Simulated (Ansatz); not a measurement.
Task: a breakdown of dispersion, smearing and cutoff terms of MgTiH4, space group P4/mmm, with the Python package of Ansatz (0.2.0). Give the script and its output. Level of theory (first run): PBEsol, PAW, cutoff 380 eV, 9×9×6 k-points, Methfessel-Paxton smearing of 0.1 eV, D3BJ dispersion.

The script reads `mgtih4.cif`:
```cif
data_MgTiH4
_cell_length_a 3.148978
_cell_length_b 3.148978
_cell_length_c 4.697719
_cell_angle_alpha 90.00000
_cell_angle_beta 90.00000
_cell_angle_gamma 90.00000
_symmetry_space_group_name_H-M 'P 1'
_symmetry_Int_Tables_number 1
loop_
_symmetry_equiv_pos_as_xyz
'x, y, z'
loop_
_atom_site_label
_atom_site_type_symbol
_atom_site_fract_x
_atom_site_fract_y
_atom_site_fract_z
Mg1 Mg    0.500000    0.500000    0.500000
Ti2 Ti    0.000000    0.000000    0.000000
H3 H    0.000000    0.500000    0.764480
H4 H    0.500000    0.000000    0.764480
H5 H    0.000000    0.500000    0.235520
H6 H    0.500000    0.000000    0.235520
```

`mgtih4.py`:
```python
from dataclasses import dataclass
import warnings

import ansatz as az
from ase.io import read


@dataclass(frozen=True)
class Settings:
    tolerance: float = 1e-06
    n_empty: int = 12
    kmesh: tuple[int, ...] = (9, 9, 6)


cfg = Settings()


def main() -> None:
    warnings.simplefilter("ignore", az.DeckWarning)

    atoms = read("mgtih4.cif")
    cell = az.Crystal.from_ase(atoms)

    calc = (
        cell.calculation()
        .eigensolver("davidson", full_accuracy=True)
        .scf(tolerance=cfg.tolerance, extra_bands=cfg.n_empty, lower_state_search="off")
        .kpoints(*cfg.kmesh, center="monkhorst-pack")
        .occupations(az.OccupationsMethod.METHFESSEL_PAXTON)
    )
    with_term = calc.functional("pbesol", dispersion="d3bj").basis(380).cutoff_correction(630).run(threads=1).report
    without = calc.functional("pbesol").basis(380).run(threads=1).report
    finer = calc.functional("pbesol").basis(630).run(threads=1).report
    removed = az.free_energy_without(with_term, az.EnergyTerm.DISPERSION)
    print(f"dispersion term            {with_term['components']['e_disp']:.5f} eV")
    print(f"F less dispersion          {removed:.5f} eV, run without it {without['free_energy_ev']:.5f} eV")
    print(f"F less smearing term       {az.free_energy_without(without, az.EnergyTerm.SMEARING):.5f} eV")
    print(f"estimated gain to 630 eV   {with_term['cutoff_correction']['energy_ev']:.5f} eV, found {finer['free_energy_ev'] - without['free_energy_ev']:.5f} eV")


if __name__ == "__main__":
    main()
```

Output of `python mgtih4.py`:
```text
dispersion term            -1.09180 eV
F less dispersion          -4450.49601 eV, run without it -4450.49601 eV
F less smearing term       -4450.49470 eV
estimated gain to 630 eV   -0.01903 eV, found -0.01923 eV
```

These settings explore the input space; cutoff and mesh may be short of convergence. The cutoff lies under the one recommended for these potentials in some of the runs. The run is spin-unpolarised. Dispersion corrections can be off by several per cent in the lattices of metals, and by several GPa in the pressure at a fixed cell. For a metal this k-point mesh is coarse: on a finer one energies can move by several to tens of meV an atom and pressures by half a GPa or more, differences at one mesh by less. This cell is a computed structure, which may not be the phase found in nature. The script silences the warnings on its input, which a real study should read. Hardware and time: 13 s on 1 thread of Arm Neoverse V2, on a shared host, peak memory 0.46 GiB.

(Lines on the test bed's own set-up are left out of the output.)
